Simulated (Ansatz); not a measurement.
**Sn20H28 off sphere (Sn₂₀H₂₈): geometry, orbitals and charge**

Aim: characterise Sn20H28 off sphere (Sn₂₀H₂₈) as a singlet: its structure, frontier levels and distribution of charge.

Method: RKS PBE0-D4/def2-SVP; program: Ansatz 0.2.0, Gaussian basis.

The runs, in order: relaxation at PBE-D4/def2-SVP; a single point at PBE0-D4/def2-SVP.

3 further runs of the same task are left out: 3 for a known fault of the program.

**1. The system as given**

48 atoms, charge 0, spin multiplicity 1.

Atoms are counted from 1 here; the program's logs count them from 0.

Bond lengths: Sn1–Sn12 2.824 Å, Sn1–Sn13 2.780 Å, Sn1–H21 1.729 Å, Sn1–H22 1.731 Å, Sn2–Sn11 2.771 Å, Sn2–Sn15 2.800 Å, Sn2–H23 1.690 Å, Sn2–H24 1.737 Å, Sn3–Sn14 2.798 Å, Sn3–Sn16 2.803 Å, Sn3–H25 1.717 Å, Sn3–H26 1.700 Å, Sn4–Sn12 2.791 Å, Sn4–Sn17 2.807 Å, Sn4–Sn18 2.798 Å, Sn4–H27 1.717 Å, Sn5–Sn14 2.810 Å, Sn5–Sn17 2.801 Å and more. Angles: Sn12–Sn1–Sn13 108.9°, Sn12–Sn1–H21 109.2°, Sn12–Sn1–H22 109.5°, Sn13–Sn1–H21 110.5°, Sn13–Sn1–H22 109.8°, H21–Sn1–H22 108.9°, Sn11–Sn2–Sn15 110.2°, Sn11–Sn2–H23 110.4°, Sn11–Sn2–H24 108.5°, Sn15–Sn2–H23 110.1°, Sn15–Sn2–H24 108.3°, H23–Sn2–H24 109.3°, Sn14–Sn3–Sn16 110.1°, Sn14–Sn3–H25 108.8°, Sn14–Sn3–H26 109.9°, Sn16–Sn3–H25 109.2°, Sn16–Sn3–H26 110.4°, H25–Sn3–H26 108.4° and more.

Sn takes a core potential in the def2 sets. No spin-orbit coupling is included.

The start is a built from a lattice or polyhedron geometry.

**2. Optimising with PBE-D4/def2-SVP**

Input file in.yaml:

```yaml
crystal:
  periodic: [false, false, false]
  atoms:
    - {symbol: Sn, position_ang: [-4.591900, 2.446100, -0.265500]}
    - {symbol: Sn, position_ang: [-1.371600, -4.042700, 2.981300]}
    - {symbol: Sn, position_ang: [1.884900, -4.047500, -0.264900]}
    - {symbol: Sn, position_ang: [-1.347700, 2.434200, -3.507200]}
    - {symbol: Sn, position_ang: [1.881900, -0.813700, -3.522600]}
    - {symbol: Sn, position_ang: [-1.343100, -0.810700, -0.274800]}
    - {symbol: Sn, position_ang: [-1.363800, 2.429900, 2.974700]}
    - {symbol: Sn, position_ang: [1.888800, -0.791800, 2.989700]}
    - {symbol: Sn, position_ang: [1.852200, 2.405400, -0.273000]}
    - {symbol: Sn, position_ang: [5.131600, -0.808000, -0.267200]}
    - {symbol: Sn, position_ang: [-2.942800, -2.450400, 1.346400]}
    - {symbol: Sn, position_ang: [-2.943900, 0.821000, -1.883000]}
    - {symbol: Sn, position_ang: [-2.982300, 4.031500, 1.354600]}
    - {symbol: Sn, position_ang: [0.272100, -2.452200, -1.903200]}
    - {symbol: Sn, position_ang: [0.269300, -2.447900, 4.595600]}
    - {symbol: Sn, position_ang: [3.516800, -2.433200, 1.344500]}
    - {symbol: Sn, position_ang: [0.279300, 0.824600, -5.133100]}
    - {symbol: Sn, position_ang: [0.258100, 4.067200, -1.900400]}
    - {symbol: Sn, position_ang: [3.528600, 0.795200, -1.879200]}
    - {symbol: Sn, position_ang: [0.270100, 0.792500, 1.347400]}
    - {symbol: H, position_ang: [-5.589300, 3.430900, -1.278200]}
    - {symbol: H, position_ang: [-5.606700, 1.443700, 0.715600]}
    - {symbol: H, position_ang: [-2.341600, -5.037900, 3.942900]}
    - {symbol: H, position_ang: [-0.355200, -5.030900, 1.977100]}
    - {symbol: H, position_ang: [2.873800, -5.038000, -1.259700]}
    - {symbol: H, position_ang: [0.913300, -5.054500, 0.700400]}
    - {symbol: H, position_ang: [-2.346800, 3.420100, -4.496800]}
    - {symbol: H, position_ang: [2.888900, -1.828800, -4.526400]}
    - {symbol: H, position_ang: [-2.331900, 1.450900, 3.958000]}
    - {symbol: H, position_ang: [-0.359100, 3.433500, 3.974700]}
    - {symbol: H, position_ang: [2.899100, 0.185600, 3.966200]}
    - {symbol: H, position_ang: [2.882100, 3.442600, 0.688900]}
    - {symbol: H, position_ang: [6.128900, -1.803800, -1.284800]}
    - {symbol: H, position_ang: [6.136000, 0.172000, 0.735600]}
    - {symbol: H, position_ang: [-3.969500, -3.416800, 0.377300]}
    - {symbol: H, position_ang: [-3.961900, -1.453800, 2.322400]}
    - {symbol: H, position_ang: [-3.941300, -0.183500, -2.896300]}
    - {symbol: H, position_ang: [-3.965500, 5.046400, 2.357900]}
    - {symbol: H, position_ang: [-1.981000, 5.049500, 0.348300]}
    - {symbol: H, position_ang: [-0.715600, -3.442300, -2.876000]}
    - {symbol: H, position_ang: [1.286300, -3.449700, 5.553100]}
    - {symbol: H, position_ang: [-0.713400, -1.402500, 5.575100]}
    - {symbol: H, position_ang: [4.489700, -3.418000, 2.332500]}
    - {symbol: H, position_ang: [-0.730200, -0.187000, -6.123000]}
    - {symbol: H, position_ang: [1.257400, 1.808500, -6.133600]}
    - {symbol: H, position_ang: [1.250800, 5.044500, -2.900200]}
    - {symbol: H, position_ang: [-0.722500, 5.032400, -0.916300]}
    - {symbol: H, position_ang: [4.530300, 1.803500, -2.886800]}
basis:
  gaussian: {orbitals: def2-SVP, fitting: {mean_field: def2-universal-jkfit}}
hamiltonian: {xc: pbe, dispersion: d4}
scf: {lower_state_search: "off"}
output: {orbitals: {seedname: orbitals}}
relax: {f_tol: 0.03, max_steps: 70}
```

Run with:

```bash
$ ansatz run in.yaml --threads 4 --pin off --events-out ev --progress --plain --max-ram 46080MiB --backend cuda --devices 0, --max-vram 37GiB
```

After this run come: Single point, PBE0-D4/def2-SVP.

Q: Predict the results of all the runs planned. Wanted: point group; commonest bond, hydrogen aside; HOMO, LUMO at PBE0-D4/def2-SVP; dipole at PBE-D4/def2-SVP.

**Answer**, as computed:

```
                      quantity                             value
                   point group                                C2
commonest bond, hydrogen aside  Sn–Sn, 26 of mean length 2.821 Å
HOMO, LUMO at PBE0-D4/def2-SVP                   -6.55, -2.14 eV
     dipole at PBE-D4/def2-SVP                            0.02 D
```

In words: The molecule keeps its bonding pattern by the stored test; the atoms moved 0.23 Å (rms). No usable vibrations, so a minimum isn't proven. Whether this spin is the lowest isn't tested here. The point group is read from a loosely relaxed geometry; soft torsions can leave it below the true symmetry.
